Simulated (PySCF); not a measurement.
# C₇H₆O: electronic excitations

Aim: predict the electronic excitations of C₇H₆O (`Oc1ccc2c(c1)C2`).

Computed with PySCF 2.14.0, with density-fitted response routines of our own, on a single molecule in the gas phase. Atoms count from 0, in the outputs and in this text.

**1. The molecule as given**

14 atoms, charge 0, multiplicity 1; geometry from: GFN2-xTB.

Bonds of the start (Å): O0–C1 1.36, C1–C2 1.39, C2–C3 1.41, C3–C4 1.36, C4–C5 1.38, C5–C6 1.35, C5–C7 1.49, C6–C1 1.42, C7–C4 1.49, O0–H8 0.96, C2–H9 1.08, C3–H10 1.08, C6–H11 1.08, C7–H12 1.09, C7–H13 1.08.

**2. TDDFT and polarisability: wB97X-D/def2-SVPD**

The job: settings as JSON, then the geometry in Å.

```
{"job": {"kind": "uv", "xc": "wB97X-D", "basis": "def2-SVPD", "nstates": 8, "ntriplets": 3}, "charge": 0, "multiplicity": 1}
O     -2.718140    -0.473960     0.022794
C     -1.386410    -0.178552     0.000280
C     -1.031415     1.151125    -0.195412
C      0.306397     1.582648    -0.237139
C      1.200066     0.576428    -0.068662
C      0.848134    -0.742581     0.125558
C     -0.424064    -1.203479     0.172822
C      2.298673    -0.413299     0.102958
H     -2.836077    -1.420890     0.165117
H     -1.831796     1.863546    -0.317274
H      0.551378     2.622600    -0.391118
H     -0.721332    -2.233713     0.323471
H      2.854586    -0.428363     1.034626
H      2.889322    -0.701984    -0.760187
```

Method: TDDFT wB97X-D/def2-SVPD, vertical, gas phase, core orbitals frozen in the response.

Run with:

```console
> OMP_NUM_THREADS=1 python probes_run.py task.json out
```

One launch serves the whole session: the jobs run in the order shown.

Predict these results of the whole session: lowest singlet (wB97X-D/def2-SVPD); brightest single state of those computed; lowest triplet.

As calculated:

```
                                quantity                        value
      lowest singlet (wB97X-D/def2-SVPD)  4.93 eV (252 nm), f = 0.081
brightest single state of those computed  state 8, 7.12 eV, f = 0.488
                          lowest triplet                      3.99 eV
```

In words: The lowest singlet, at 4.93 eV, is HOMO→LUMO 0.88, HOMO−1→LUMO+1 0.11 and is bright; of the 8 states computed, the strongest absorption comes from state 8 at 7.12 eV (the last computed, so partners may be missing). The lowest triplet lies 0.93 eV below the lowest singlet (triplets in Tamm-Dancoff, singlets in full TDDFT).
